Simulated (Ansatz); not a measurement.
**Alloy of MgO and ZnO (12 of 64 Mg sites exchanged), 128 atoms**

Wanted: the relaxed alloy cell and its gap (PBEsol, HSE06 and r²SCAN).

Method: density functional theory in Ansatz 0.2.0, PAW datasets, plane waves.

## Step 1: The system as built

128 atoms (64 O, 52 Mg, 12 Zn); a = 11.947 Å, b = 11.947 Å, c = 11.947 Å, α = 60.00°, β = 60.00°, γ = 60.00°. All atoms were shaken off their sites by about 0.02 Å along each axis; atoms next to an added one may be pushed further to make room.

The runs, in order: (2) PBEsol cell relaxation at the single k point (½, ½, ½), on 1 × NVIDIA GB200 with 8 threads of Arm Neoverse-V2; (3) HSE06 single point at the Γ point alone, on 1 × NVIDIA GB200 with 8 threads of Arm Neoverse-V2; (4) r²SCAN single point at the Γ point alone, on 1 × NVIDIA GB200 with 8 threads of Arm Neoverse-V2.

## Step 2: PBEsol relaxation of the cell and the positions

in.yaml reads:

```yaml
crystal:
  lattice:
    - [0.000000, 8.448080, 8.448080]
    - [8.448080, 0.000000, 8.448080]
    - [8.448080, 8.448080, 0.000000]
  atoms:
    - { symbol: O, position: [0.376413, 0.123378, 0.124370] }
    - { symbol: O, position: [0.875277, 0.124451, 0.125405] }
    - { symbol: O, position: [0.126281, 0.374379, 0.375346] }
    - { symbol: O, position: [0.372691, 0.625692, 0.125731] }
    - { symbol: O, position: [0.372262, 0.122234, 0.631119] }
    - { symbol: O, position: [0.625559, 0.373478, 0.373192] }
    - { symbol: O, position: [0.875842, 0.626463, 0.123982] }
    - { symbol: O, position: [0.874314, 0.123251, 0.626042] }
    - { symbol: O, position: [0.127850, 0.875544, 0.373604] }
    - { symbol: O, position: [0.131649, 0.374723, 0.872926] }
    - { symbol: O, position: [0.375099, 0.623195, 0.627014] }
    - { symbol: O, position: [0.623484, 0.874893, 0.379448] }
    - { symbol: O, position: [0.621169, 0.376102, 0.878313] }
    - { symbol: O, position: [0.873754, 0.626030, 0.626198] }
    - { symbol: O, position: [0.123763, 0.876519, 0.875246] }
    - { symbol: O, position: [0.624245, 0.873639, 0.877759] }
    - { symbol: O, position: [0.123766, 0.373692, 0.127372] }
    - { symbol: O, position: [0.375320, 0.121332, 0.378635] }
    - { symbol: O, position: [0.620059, 0.374267, 0.126395] }
    - { symbol: O, position: [0.875386, 0.126004, 0.375279] }
    - { symbol: O, position: [0.126823, 0.869356, 0.125723] }
    - { symbol: O, position: [0.125377, 0.373559, 0.628396] }
    - { symbol: O, position: [0.377923, 0.620843, 0.376422] }
    - { symbol: O, position: [0.625817, 0.874009, 0.124344] }
    - { symbol: O, position: [0.375076, 0.123184, 0.874930] }
    - { symbol: O, position: [0.626884, 0.374320, 0.625225] }
    - { symbol: O, position: [0.874425, 0.624653, 0.374029] }
    - { symbol: O, position: [0.875093, 0.123969, 0.878100] }
    - { symbol: O, position: [0.122904, 0.875715, 0.626142] }
    - { symbol: O, position: [0.374960, 0.626107, 0.875162] }
    - { symbol: O, position: [0.622361, 0.876749, 0.623005] }
    - { symbol: O, position: [0.873369, 0.624707, 0.875369] }
    - { symbol: O, position: [0.123620, 0.128374, 0.373878] }
    - { symbol: O, position: [0.372238, 0.374935, 0.125174] }
    - { symbol: O, position: [0.623845, 0.128447, 0.370664] }
    - { symbol: O, position: [0.875490, 0.372809, 0.126864] }
    - { symbol: O, position: [0.127633, 0.622364, 0.375635] }
    - { symbol: O, position: [0.372650, 0.873343, 0.127723] }
    - { symbol: O, position: [0.124398, 0.124460, 0.874816] }
    - { symbol: O, position: [0.376298, 0.379325, 0.623484] }
    - { symbol: O, position: [0.621623, 0.629468, 0.372486] }
    - { symbol: O, position: [0.874685, 0.873037, 0.126111] }
    - { symbol: O, position: [0.624539, 0.127747, 0.873125] }
    - { symbol: O, position: [0.875406, 0.377831, 0.623120] }
    - { symbol: O, position: [0.123869, 0.623916, 0.878598] }
    - { symbol: O, position: [0.375747, 0.871973, 0.628938] }
    - { symbol: O, position: [0.626035, 0.625460, 0.873358] }
    - { symbol: O, position: [0.873163, 0.873557, 0.625727] }
    - { symbol: O, position: [0.125839, 0.126408, 0.123722] }
    - { symbol: O, position: [0.626036, 0.124526, 0.122846] }
    - { symbol: O, position: [0.126383, 0.628869, 0.122712] }
    - { symbol: O, position: [0.125958, 0.123802, 0.623772] }
    - { symbol: O, position: [0.374390, 0.374014, 0.374547] }
    - { symbol: O, position: [0.623492, 0.625742, 0.124943] }
    - { symbol: O, position: [0.628325, 0.123159, 0.623077] }
    - { symbol: O, position: [0.874799, 0.375683, 0.374916] }
    - { symbol: O, position: [0.121846, 0.625422, 0.626114] }
    - { symbol: O, position: [0.376093, 0.877755, 0.372958] }
    - { symbol: O, position: [0.376036, 0.373714, 0.876962] }
    - { symbol: O, position: [0.625545, 0.624082, 0.623939] }
    - { symbol: O, position: [0.874944, 0.873883, 0.375086] }
    - { symbol: O, position: [0.875296, 0.372770, 0.875230] }
    - { symbol: O, position: [0.373822, 0.881176, 0.872858] }
    - { symbol: O, position: [0.876172, 0.871133, 0.876822] }
    - { symbol: Mg, position: [0.998523, 0.000033, 0.999649] }
    - { symbol: Mg, position: [0.499717, 0.000887, 0.999965] }
    - { symbol: Mg, position: [0.996665, 0.002006, 0.498804] }
    - { symbol: Mg, position: [0.249790, 0.250694, 0.248912] }
    - { symbol: Mg, position: [0.500589, 0.500122, 0.000579] }
    - { symbol: Mg, position: [0.751166, 0.249885, 0.251098] }
    - { symbol: Mg, position: [0.997739, 0.498459, 0.501251] }
    - { symbol: Mg, position: [0.250809, 0.748131, 0.251327] }
    - { symbol: Mg, position: [0.501303, 0.496730, 0.499909] }
    - { symbol: Mg, position: [0.747306, 0.251594, 0.752907] }
    - { symbol: Mg, position: [0.250509, 0.750317, 0.752357] }
    - { symbol: Mg, position: [0.747619, 0.751939, 0.751095] }
    - { symbol: Mg, position: [0.250951, 0.246953, 0.004489] }
    - { symbol: Mg, position: [0.499060, 0.997679, 0.250381] }
    - { symbol: Mg, position: [0.748780, 0.251388, 0.002586] }
    - { symbol: Mg, position: [0.998203, 0.497995, 0.254073] }
    - { symbol: Mg, position: [0.250023, 0.750439, 0.000166] }
    - { symbol: Mg, position: [0.001554, 0.999865, 0.752075] }
    - { symbol: Mg, position: [0.500711, 0.502661, 0.247772] }
    - { symbol: Mg, position: [0.750830, 0.748925, 0.002267] }
    - { symbol: Mg, position: [0.495278, 0.999880, 0.755480] }
    - { symbol: Mg, position: [0.749018, 0.250947, 0.500683] }
    - { symbol: Mg, position: [0.999785, 0.500684, 0.752106] }
    - { symbol: Mg, position: [0.253108, 0.750115, 0.499176] }
    - { symbol: Mg, position: [0.497634, 0.503123, 0.752548] }
    - { symbol: Mg, position: [0.752909, 0.753184, 0.494014] }
    - { symbol: Mg, position: [0.002360, 0.247462, 0.001738] }
    - { symbol: Mg, position: [0.498287, 0.250841, 0.001788] }
    - { symbol: Mg, position: [0.753182, 0.996629, 0.251203] }
    - { symbol: Mg, position: [0.001221, 0.750977, 0.001456] }
    - { symbol: Mg, position: [0.997577, 0.250508, 0.504407] }
    - { symbol: Mg, position: [0.250535, 0.505195, 0.247332] }
    - { symbol: Mg, position: [0.493863, 0.753624, 0.003051] }
    - { symbol: Mg, position: [0.503908, 0.249144, 0.499806] }
    - { symbol: Mg, position: [0.752885, 0.500030, 0.249260] }
    - { symbol: Mg, position: [0.749473, 0.001605, 0.749923] }
    - { symbol: Mg, position: [0.999388, 0.753037, 0.502016] }
    - { symbol: Mg, position: [0.247414, 0.499873, 0.751934] }
    - { symbol: Mg, position: [0.502929, 0.749078, 0.496578] }
    - { symbol: Mg, position: [0.749864, 0.500072, 0.751173] }
    - { symbol: Mg, position: [0.251394, 0.996947, 0.003777] }
    - { symbol: Mg, position: [0.750750, 0.994528, 0.000749] }
    - { symbol: Mg, position: [0.250884, 0.000872, 0.499786] }
    - { symbol: Mg, position: [0.500687, 0.250586, 0.248401] }
    - { symbol: Mg, position: [0.750081, 0.501764, 0.999355] }
    - { symbol: Mg, position: [0.750333, 0.997922, 0.503013] }
    - { symbol: Mg, position: [0.000746, 0.749373, 0.250760] }
    - { symbol: Mg, position: [0.997154, 0.248431, 0.751090] }
    - { symbol: Mg, position: [0.252272, 0.502878, 0.500178] }
    - { symbol: Mg, position: [0.503801, 0.749132, 0.247410] }
    - { symbol: Mg, position: [0.500084, 0.252701, 0.748424] }
    - { symbol: Mg, position: [0.751938, 0.499493, 0.498526] }
    - { symbol: Zn, position: [0.000257, 0.497789, 0.999231] }
    - { symbol: Zn, position: [0.499714, 0.999668, 0.501571] }
    - { symbol: Zn, position: [0.250472, 0.249211, 0.751258] }
    - { symbol: Zn, position: [0.751765, 0.749235, 0.247034] }
    - { symbol: Zn, position: [0.999362, 0.999354, 0.249347] }
    - { symbol: Zn, position: [0.250011, 0.248225, 0.501462] }
    - { symbol: Zn, position: [0.251244, 0.000362, 0.251686] }
    - { symbol: Zn, position: [0.247598, 0.999783, 0.751796] }
    - { symbol: Zn, position: [0.001109, 0.250299, 0.252893] }
    - { symbol: Zn, position: [0.248596, 0.502137, 0.001097] }
    - { symbol: Zn, position: [0.004971, 0.746590, 0.750606] }
    - { symbol: Zn, position: [0.499650, 0.747676, 0.752729] }
kpoints:
  mp_grid: { grid: [1, 1, 1], shift: [0.5, 0.5, 0.5] }
hamiltonian:
  xc: pbesol
scf:
  occupations: { method: fermi_dirac, width: 0.01 }
relax:
  f_tol: 0.03
  max_steps: 80
  escape_saddle: false
  adjacent_minimum: "off"
  cell: { fix: [shape] }
output:
  forces: true
  eigenvalues: true
  populations: true
```

Started as:

```
> ansatz run in.yaml --threads 8 --pin off --max-ram 118750MiB --runs-dir r --events-out ev --progress --plain --backend cuda --devices 0, --max-vram 170GiB
```

After this run come: HSE06 single point; Single point with r²SCAN.

Before running it: what results should come out? Wanted: for each run, top filled to lowest empty.

The runs gave:

| level | time | k points | top filled to lowest empty (eV) |
| --- | --- | --- | --- |
| PBEsol, relaxation | 5.2 s (GPU) | (½, ½, ½) | 4.29 |
| HSE06 | 35 s (GPU) | Γ | 5.25 |
| r²SCAN | 5.4 s (GPU) | Γ | 4.13 |

| quantity | value |
| --- | --- |
| relaxation | 4 recorded steps, 1.11 eV gained |
| largest shift | 0.08 Å (Mg97 and others alike) |
| relaxed cell | a = 11.948 Å, b = 11.948 Å, c = 11.948 Å, α = 60.00°, β = 60.00°, γ = 60.00° |
| mean bonds | Mg–O 2.108, O–Zn 2.130 Å |

Relaxation gains 1.11 eV, with shifts up to 0.08 Å (Mg97 and others alike), while the volume changes by +0.0 %. Part of this undoes the random shake of the start. The mean lengths differ by only 0.02 Å, over all coordinations together. At the same k points, r²SCAN gives a spacing 1.12 eV smaller than the 5.25 eV of HSE06. The relaxation ran on other k points, so part of any difference from the later rows can come from the mesh. Exact exchange costs time: HSE06 ran about 6.4 times as long as r²SCAN on the same kind of device. With one k point the spacing samples only the states that fold onto it, so it can exceed the gap over the zone.
